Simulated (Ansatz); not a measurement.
CH₆AlNSi, SMILES [AlH2][N]1C[SiH2]1, a rigid scan of one bond length

Program: Ansatz 0.2.0, Python API.

Run as a notebook:

In [1]:
```python
import ansatz as az
import numpy as np
```

In [2]:
```python
geometry_ang = [
    ("Al", [-0.2368, 1.7038, 0.1129]),
    ("N", [0.7873, 0.1768, 0.4118]),
    ("C", [-0.0101, -0.9441, 0.861]),
    ("Si", [0.4642, -1.0314, -0.9145]),
    ("H", [-0.2493, 2.4608, -1.3417]),
    ("H", [-1.2339, 2.3222, 1.2567]),
    ("H", [0.6541, -1.6258, 1.5105]),
    ("H", [-0.9984, -0.7197, 1.1338]),
    ("H", [-0.6804, -0.5789, -1.7711]),
    ("H", [1.5864, -1.815, -1.2566]),
]
system = az.Crystal.molecule()
for symbol, xyz in geometry_ang:
    system = system.atom(symbol, xyz)
```

In [3]:
```python
symbols = [site.symbol for site in system.cartesian_sites]
start = np.array([site.position_ang for site in system.cartesian_sites])
axis = (start[4] - start[0]) / np.linalg.norm(start[4] - start[0])
moving = [4]
lengths, energies = [1.39, 1.51, 1.64, 1.8, 2.05, 2.46, 2.95, 3.61], []
for length in lengths:
    xyz = start.copy()
    xyz[moving] += (length - np.linalg.norm(start[4] - start[0])) * axis
    point = az.Crystal.molecule()
    for symbol, place in zip(symbols, xyz):
        point = point.atom(symbol, place.tolist())
    calculation = (
        point.calculation()
        .basis(gaussian="def2-SVP")
        .functional("PBE")
        .spin("collinear")
    )
    report = calculation.run(threads=1).report
    energies.append(report["free_energy_ev"])
    print(f"r = {length:6.3f} A  E = {energies[-1]:.5f} eV  <S^2> = {abs(report['mean_field']['state']['spin_squared']):.3f}")
```
```text
r =  1.390 A  E = -17079.55562 eV  <S^2> = 0.000
r =  1.510 A  E = -17079.87171 eV  <S^2> = 0.000
r =  1.640 A  E = -17079.92251 eV  <S^2> = 0.000
r =  1.800 A  E = -17079.74108 eV  <S^2> = 0.000
r =  2.050 A  E = -17079.20562 eV  <S^2> = 0.000
r =  2.460 A  E = -17078.18873 eV  <S^2> = 0.000
r =  2.950 A  E = -17077.16367 eV  <S^2> = 0.079
r =  3.610 A  E = -17076.56446 eV  <S^2> = 0.792
```

In [4]:
```python
print("energy above the lowest point (eV):", [round(e - min(energies), 3) for e in energies])
```
```text
energy above the lowest point (eV): [0.367, 0.051, 0.0, 0.181, 0.717, 1.734, 2.759, 3.358]
```

What to keep in mind:
- Total energies depend on the basis set; only differences at equal settings carry meaning.
- The rest of the molecule is held rigid at a force-field or estimated start geometry, and the basis set is modest; single-reference methods fail as a bond breaks.
- The expectation value of S² is noticeably off S(S+1) in at least one run, so that state is spin-contaminated.
- It ran for 51 s on 1 thread of Intel(R) Xeon(R) Platinum 8259CL CPU @ 2.50GHz (Skylake/Cascade Lake), on a shared host, peak memory 0.3 GiB.
